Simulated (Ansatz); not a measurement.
**HfSiSe: a short molecular-dynamics run**

What does HfSiSe do over 20 steps of 1 fs under a Langevin thermostat and barostat at 900 K and 0 GPa? The cell is a randomly packed cell of 6 atoms, taken as it stands, without a relaxation.

All numbers below are computed with Ansatz 0.2.0 (DFT PBE, plane waves, PAW, scalar-relativistic, no spin polarisation).

## Step 1: The structure to begin with

The cell holds 6 atoms (Hf2Se2Si2): a = 4.682 Å, b = 4.967 Å, c = 5.402 Å, α = 91.16°, β = 73.09°, γ = 108.91°.

As a file:

```
CELL_PARAMETERS angstrom
4.46044 -0.81334 1.16944
-0.45251 4.73734 -1.42386
0.56788 1.49111 5.16086
ATOMIC_POSITIONS crystal
Hf 0.59693 0.52842 0.35541
Hf 0.29245 0.60933 0.93838
Si 0.96681 0.76578 0.66197
Si 0.01470 0.02676 0.02375
Se 0.60135 0.19949 0.92672
Se 0.80654 0.09868 0.47285
```

## Step 2: Dynamics

The input, input.yaml:

```yaml
crystal:
  lattice:
    - [4.46044, -0.81334, 1.169443]
    - [-0.452511, 4.737341, -1.423859]
    - [0.567882, 1.491115, 5.160858]
  atoms:
    - { symbol: Hf, position: [0.596929, 0.528422, 0.355411] }
    - { symbol: Hf, position: [0.292449, 0.609332, 0.938377] }
    - { symbol: Si, position: [0.966809, 0.765776, 0.661975] }
    - { symbol: Si, position: [0.014703, 0.026762, 0.023753] }
    - { symbol: Se, position: [0.601349, 0.199492, 0.926719] }
    - { symbol: Se, position: [0.806535, 0.098685, 0.472853] }
kpoints:
  mp_grid: { grid: [4, 3, 3] }
magnetization:
  spin_polarized: false
scf:
  occupations: { method: gaussian, width: 0.1 }
hamiltonian:
  pseudopotentials: { kind: paw }
  xc: pbe
basis:
  ecutwfc: 420
md:
  timestep: 1.0
  n_steps: 20
  ensemble: npt_langevin
  temperature: 900.0
  initial_velocities: maxwell_boltzmann
  seed: 757952
  pressure: 0.0
```

Run with:

```
$ ansatz run input.yaml --threads 2 --pin off --max-ram 2560MiB --backend cpu --events-out ev --progress --plain --runs-dir out
```

Before running it: what results should come out? Wanted: temperature, first and last step; temperature, second half; potential energy, second half; largest change of the conserved energy; volume, first and last step; mean square displacement, second half.

The runs gave:

| quantity | value |
| --- | --- |
| length | 20 steps of 1 fs |
| temperature, first and last step | 750 and 1301 K |
| temperature, second half | mean 1201 K, from 1100 to 1334 K |
| potential energy, second half | -63 meV/atom from the start |
| largest change of the conserved energy | 0.03 meV/atom |
| volume, first and last step | 18.89 and 20.23 Å³/atom |
| mean square displacement, second half | Se 0.010, Si 0.008, Hf 0.004 Å² |

In words: Against a set 900 K the second half averages 1201 K, going from 1139 to 1301 K over that half. The conserved energy strays from its start by at most 0.03 meV/atom, under 0.1 % of the mean kinetic energy, which is good for a step of 1 fs. Over the second half Se atoms stand 0.1 Å (root mean square) from where they began, and the farthest move is 0.2 Å. The volume changes by +7.1 % from first to last step, and is still moving at the end, so it is no equilibrium value. A run of 20 fs with 6 atoms shows the motion but fixes no equilibrium value.
